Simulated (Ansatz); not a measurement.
This script for a rigid scan of one bond length of CH5NOSi, SMILES OC1N[SiH2]1 with Ansatz 0.2.0, Python API holds a mistake.

`scan.py`
```python
import ansatz
import matplotlib.pyplot as plt
import numpy as np

BASIS_SET = 'def2-SVP'
FUNCTIONAL = 'r2scan'

geometry_ang = [
    ('O', (-0.9624, 0.6633, -1.2298)),
    ('C', (-0.4428, 0.6215, 0.0636)),
    ('N', (0.8925, 0.1978, 0.0397)),
    ('Si', (0.0806, -1.0286, 0.7712)),
    ('H', (-0.7293, 1.5272, -1.6923)),
    ('H', (-0.7248, 1.3754, 0.8061)),
    ('H', (1.211, -0.124, -0.8724)),
    ('H', (0.2799, -2.1839, -0.1218)),
    ('H', (-0.9624, 0.6633, -1.2298)),
]
molecule = ansatz.Crystal.molecule()
for symbol, xyz in geometry_ang:
    molecule = molecule.atom(symbol, xyz)

symbols = [site.symbol for site in molecule.cartesian_sites]
start = np.array([site.position_ang for site in molecule.cartesian_sites])
axis = (start[5] - start[1]) / np.linalg.norm(start[5] - start[1])
moving = [5]
lengths, energies = [0.964, 1.007, 1.051, 1.095, 1.139, 1.183, 1.226, 1.292], []
for length in lengths:
    xyz = start.copy()
    xyz[moving] += (length - np.linalg.norm(start[5] - start[1])) * axis
    point = ansatz.Crystal.molecule()
    for symbol, place in zip(symbols, xyz):
        point = point.atom(symbol, place.tolist())
    model = (
        point.calculation()
        .basis(gaussian=BASIS_SET)
        .functional(FUNCTIONAL)
    )
    rep = model.run(threads=1, pin='off').report
    energies.append(rep['free_energy_ev'])
    print(f'r = {length:6.3f} A  E = {energies[-1]:.5f} eV  <S^2> = {abs(rep["mean_field"]["state"]["spin_squared"]):.3f}')

fit = np.polynomial.Polynomial.fit(lengths, np.array(energies) - min(energies), 4).convert()
roots = [r.real for r in fit.deriv().roots() if abs(r.imag) < 1e-9 and fit.deriv(2)(r.real) > 0]
r_e = min(roots, key=lambda r: abs(r - lengths[int(np.argmin(energies))]))
print(f'minimum of the fit at {r_e:.4f} A, force constant {fit.deriv(2)(r_e):.2f} eV/A^2')
plt.figure(figsize=(4.5, 3))
plt.plot(lengths, np.array(energies) - min(energies), 'o-')
plt.xlabel('bond length (A)')
plt.ylabel('E - E(min) (eV)')
plt.tight_layout()
plt.savefig('scan.png', dpi=100)
```

```console
$ python scan.py
Traceback (most recent call last):
  File "scan.py", line 39, in <module>
    rep = model.run(threads=1, pin='off').report
          ~~~~~~~~~^^^^^^^^^^^^^^^^^^^^^^
  ...
ansatz.GaussianBasisError: two nuclei lie on one point
$ echo $?
1
```
(Library frames cut from the traceback.)

What is wrong, and how is it mended?

The fault: two atoms almost overlap. The change:

```diff
--- before
+++ after
@@ -16,3 +16,3 @@
     ('H', (0.2799, -2.1839, -0.1218)),
-    ('H', (-0.9624, 0.6633, -1.2298)),
+    ('H', (0.4839, -1.0951, 2.2186)),
 ]
```

With that change:

`python scan.py` gives:
```text
r =  0.964 A  E = -12521.01711 eV  <S^2> = 0.000
r =  1.007 A  E = -12521.25228 eV  <S^2> = 0.000
r =  1.051 A  E = -12521.38485 eV  <S^2> = 0.000
r =  1.095 A  E = -12521.43217 eV  <S^2> = 0.000
r =  1.139 A  E = -12521.41365 eV  <S^2> = 0.000
r =  1.183 A  E = -12521.34480 eV  <S^2> = 0.000
r =  1.226 A  E = -12521.24081 eV  <S^2> = 0.000
r =  1.292 A  E = -12521.03143 eV  <S^2> = 0.000
minimum of the fit at 1.1027 A, force constant 32.44 eV/A^2
```

What to keep in mind:
- Total energies depend on the basis set; only differences at equal settings carry meaning.
- The rest of the molecule is held rigid at a force-field or estimated start geometry, and the basis set is modest; single-reference methods fail as a bond breaks.
- The orbitals are restricted, so S² is zero by construction.
- Wall time of the script: 26 s on 1 thread of Intel(R) Xeon(R) Processor @ 2.30GHz, with other jobs on the host, peak memory 0.28 GiB.
